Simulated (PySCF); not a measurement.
**Si2H4ClO2F (SMILES O[SiH](F)O[SiH2]Cl): levels of theory compared**

Aim: a comparison of 4 runs (B3LYP/6-31G*, BHLYP/def2-SVP, wB97M-V/def2-SVP, SCS-MP2/def2-SVP) of Si2H4ClO2F. The job is set up through a Python script.

Program for the calculation: PySCF 2.14.0.

1 further run of the same task is left out (set aside as unsound or not needed).

## 1. The molecule

Si2H4ClO2F has 10 atoms, charge 0, and is taken as a singlet. SMILES: `O[SiH](F)O[SiH2]Cl`. The shape is that of a PBE0-D4/def2-TZVP optimisation. This is one conformer, not always the lowest.

Bond lengths: O1–Si2 1.619 Å, Si2–F3 1.590 Å, Si2–O4 1.628 Å, O4–Si5 1.622 Å, Si5–Cl6 2.062 Å, O1–H7 0.960 Å, Si2–H8 1.464 Å, Si5–H9 1.476 Å, Si5–H10 1.475 Å. Some angles: O1–Si2–F3 110.6°, O1–Si2–O4 112.2°, F3–Si2–O4 106.6°, Si2–O4–Si5 145.5°, O4–Si5–Cl6 109.2°, O1–Si2–H8 108.5°, F3–Si2–H8 108.8°, O4–Si2–H8 110.0°, Si2–O1–H7 119.3°, O4–Si5–H9 110.5°.

## 2. A single-point energy at B3LYP/6-31G(d) (spherical functions) (run 1)

The input, job.py:

```python
# O[SiH](F)O[SiH2]Cl
from pyscf import gto, dft

molecule = gto.M(
    atom='''
O     -0.751900     0.159000     1.981700
Si    -0.843700    -0.912500     0.771900
F     -2.239100    -0.790900     0.020500
O      0.311300    -0.673000    -0.350200
Si     1.093400     0.427700    -1.248800
Cl     0.750000     2.305400    -0.468800
H     -0.635800     1.089300     1.776600
H     -0.725500    -2.259200     1.334400
H      0.578600     0.427100    -2.632100
H      2.545700     0.175800    -1.182300
''',
    verbose=3,
    basis='6-31g*',
    max_memory=1860,
)

calc0 = dft.RKS(molecule)
calc0.xc = 'b3lyp'
calc0.conv_tol = 1e-10
calc0.grids.level = 5
calc0.kernel()
if not calc0.converged:
    calc0 = calc0.newton().run(calc0.mo_coeff, calc0.mo_occ)

e_final = calc0.e_tot
print(f'total energy: {e_final:.8f} hartree')
```

Started as:

```sh
$ OMP_NUM_THREADS=1 python job.py
```

Standard output:

```text
converged SCF energy = -1292.11253759934
total energy: -1292.11253760 hartree
```

It took 33 s on 1 thread of Intel Xeon at 2.70GHz, shared host; peak memory 0.57 GiB.

## 3. A single-point energy at BHLYP/def2-SVP (run 2)

The input, calc.py:

```python
# O[SiH](F)O[SiH2]Cl
from pyscf import gto, dft

mol = gto.Mole()
mol.atom = [
    ('O', (-0.751900, 0.159000, 1.981700)),
    ('Si', (-0.843700, -0.912500, 0.771900)),
    ('F', (-2.239100, -0.790900, 0.020500)),
    ('O', (0.311300, -0.673000, -0.350200)),
    ('Si', (1.093400, 0.427700, -1.248800)),
    ('Cl', (0.750000, 2.305400, -0.468800)),
    ('H', (-0.635800, 1.089300, 1.776600)),
    ('H', (-0.725500, -2.259200, 1.334400)),
    ('H', (0.578600, 0.427100, -2.632100)),
    ('H', (2.545700, 0.175800, -1.182300)),
]
mol.spin = 0
mol.charge = 0
mol.max_memory = 1860
mol.basis = 'def2-svp'
mol.verbose = 3
mol.build()

myscf = dft.RKS(mol, xc='bhandhlyp')
myscf.grids.level = 5
myscf.conv_tol = 1e-10
myscf.kernel()
if not myscf.converged:
    myscf = myscf.newton().run(myscf.mo_coeff, myscf.mo_occ)

e_final = myscf.e_tot
print('E(%s) = %.9f' % ('BHLYP', e_final))
```

Started as:

```sh
$ OMP_NUM_THREADS=1 python calc.py
```

Standard output:

```text
converged SCF energy = -1291.50527410241
E(BHLYP) = -1291.505274102
```

Wall time 65 s (1 thread of Intel Xeon at 2.70GHz, shared host); peak memory 0.66 GiB.

Run 3 isn't shown in full; the table further down has it.

## 4. The energy at SCS-MP2/def2-SVP (run 4)

The input, mol.xyz:

```xyz
10

O     -0.751900     0.159000     1.981700
Si    -0.843700    -0.912500     0.771900
F     -2.239100    -0.790900     0.020500
O      0.311300    -0.673000    -0.350200
Si     1.093400     0.427700    -1.248800
Cl     0.750000     2.305400    -0.468800
H     -0.635800     1.089300     1.776600
H     -0.725500    -2.259200     1.334400
H      0.578600     0.427100    -2.632100
H      2.545700     0.175800    -1.182300
```

The input, run.py:

```python
from pyscf import gto, mp

mol = gto.Mole()
mol.atom = 'mol.xyz'
mol.max_memory = 1860
mol.basis = 'def2-svp'
mol.spin = 0
mol.verbose = 4
mol.charge = 0
mol.build()

mf = mol.RHF()
mf.conv_tol = 1e-10
mf.kernel()
if not mf.converged:
    mf = mf.newton().run(mf.mo_coeff, mf.mo_occ)

pt = mp.MP2(mf, frozen=18).run()
e_tot = mf.e_tot + 1.2 * pt.e_corr_os + pt.e_corr_ss / 3
print(f'total energy: {e_tot:.8f} hartree')
```

Started as:

```sh
$ OMP_NUM_THREADS=1 python run.py
```

Standard output:

```text
PySCF version 2.14.0

[... 66 lines left out ...]
converged SCF energy = -1288.60136969322
[... 1 line left out ...]
******** <class 'pyscf.mp.mp2.RMP2'> ********
nocc = 19, nmo = 98
frozen orbitals 18
E(RMP2) = -1289.46861248195  E_corr = -0.867242788732916
E(SCS-RMP2) = -1289.44841177605  E_corr = -0.847042082829033
E_corr(same-spin) = -0.22344145805823
E_corr(oppo-spin) = -0.643801330674686
total energy: -1289.44841178 hartree
```

Wall time 4.5 s (1 thread of Intel Xeon at 2.70GHz, shared host); peak memory 0.39 GiB.

## 5. Overview of the runs

```csv
run,level,nlc grid,integration grid,energy (Eh),dipole moment (D) of the reference,HOMO energy (eV),LUMO energy (eV),wall time
1,B3LYP/6-31G* (spherical functions),–,5,-1292.112538,1.58,-8.84,0.20,33 s
2,BHLYP/def2-SVP,–,5,-1291.505274,1.70,-10.38,1.68,65 s
3,wB97M-V/def2-SVP,1,5,-1291.480771,1.57,-11.28,2.62,2.9 min
4,SCS-MP2/def2-SVP,–,–,-1289.448412,1.85,-12.53,4.19,4.5 s
```

## 6. What came out

| quantity | value |
| --- | --- |
| run 4: total energy | -1289.44841 Eh |
| run 4: dipole moment (Hartree–Fock density) | 1.85 D |
| run 4: HOMO energy (Hartree–Fock orbitals) | -12.53 eV |
| run 4: LUMO energy (Hartree–Fock orbitals) | 4.19 eV |
| run 4: HOMO–LUMO gap (Hartree–Fock orbitals) | 16.72 eV |
| run 4: correlation energy (18 core orbitals frozen) | -847.0 mEh |

**Reading.** Over runs 1, 2, 3 the dipole moment (its size) runs from 1.57 D (wB97M-V/def2-SVP) to 1.70 D (BHLYP/def2-SVP). Over runs 1, 2, 3 the HOMO–LUMO gap runs from 9.04 eV (B3LYP/6-31G*) to 13.90 eV (wB97M-V/def2-SVP). The two ends differ in method and basis. Totals of different functionals can't be ranked against each other. All runs together took 4.6 min, the longest 2.9 min.
